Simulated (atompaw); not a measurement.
# Pseudopotential generation for N: PAW (atompaw), PBE

Do these settings give a usable potential? It is generated, then checked for scattering, ghosts and hardness.

Method: atompaw 4.2.0.5, PBE, scalar-relativistic.

### Step 1. Settings

Typed settings, in words:

| Item | Value |
| --- | --- |
| element | nitrogen (N, Z = 7) |
| type | PAW |
| frozen core | [He] |
| valence charge | 5 |
| reference configuration | 2s2 2p2.75 (charge +0.25) |
| partial waves | 2s (bound): rc 2.55 bohr; 2s channel at 1.15 Ry: rc 2.55 bohr; 2p (bound): rc 2.55 bohr; 2p channel at -0.4 Ry: rc 2.55 bohr |
| local potential | troulliermartins scheme with l = 2 at 1 Ry, radius 1.75 bohr |
| core correction | smooth core density matched at 2.40 bohr |
| augmentation charge | sinc compensation charge, radius 2.40 bohr; PAW radius 2.55 bohr; waves and projectors: custom rrkj gramschmidtortho |

The nodes and maxima of the atom's own shells, from an earlier all-electron run, set the scale for the radii.

All-electron outer shells of the reference configuration (PBE, scalar-relativistic, ld1.x):

```csv
shell,level (eV),outermost node (bohr),outermost maximum (bohr)
1s,-388.43,–,0.15
2s,-21.74,0.32,1.00
2p,-10.15,–,0.96
```

### Step 2. The generation run

The input, N.input:

```
N 7
GGA-PBE scalarrelativistic loggrid 1500 logderivrange -4 5 226
2 2 0 0 0 0
2 1 2.75
0 0 0
c
v
v
1
2.55 2.40 1.75 2.40
y
1.15
n
y
-0.4
n
custom rrkj gramschmidtortho sinc
2 1 troulliermartins
2.55
2.55
2.55
2.55
PWSCFOUT
UPFDX 0.0125d0 UPFXMIN -7.d0 UPFZMESH 7.d0
END
```

The run is started by

```
$ atompaw < N.input > N.log
```

What does the calculation give? Wanted: cutoffs for 10 and 1 mRy, occupied levels; bound ghosts; largest phase difference near zero energy, channels read; lowest eigenvalue of the overlap; share of valence orbitals outside the PAW sphere; UPF file.

The runs gave:

| quantity | value |
| --- | --- |
| cutoffs for 10 and 1 mRy, occupied levels | 10 Ry and 12 Ry |
| bound ghosts | none found |
| largest phase difference near zero energy, channels read | 0.095 rad |
| lowest eigenvalue of the overlap (Bessel basis) | 0.682 (p) |
| share of valence orbitals outside the PAW sphere | 2s 4 %, 2p 9 % |
| UPF file | written |

**Reading.** It counts as soft on the atom at that tolerance, with 10 Ry needed at the looser tolerance. The slowest occupied level is 2p: taken alone it needs 12 Ry to come within 1 mRy, against 8 Ry for 2s. No bound ghost shows below the valence levels. Of the channels read, p scatters worst near zero energy, by up to 0.09 rad. In the p channel the atom's pole at 4.21 Ry sits lower, at 1.92 Ry, in the pseudo curve. These are tests on the free atom; a crystal test is still owed.
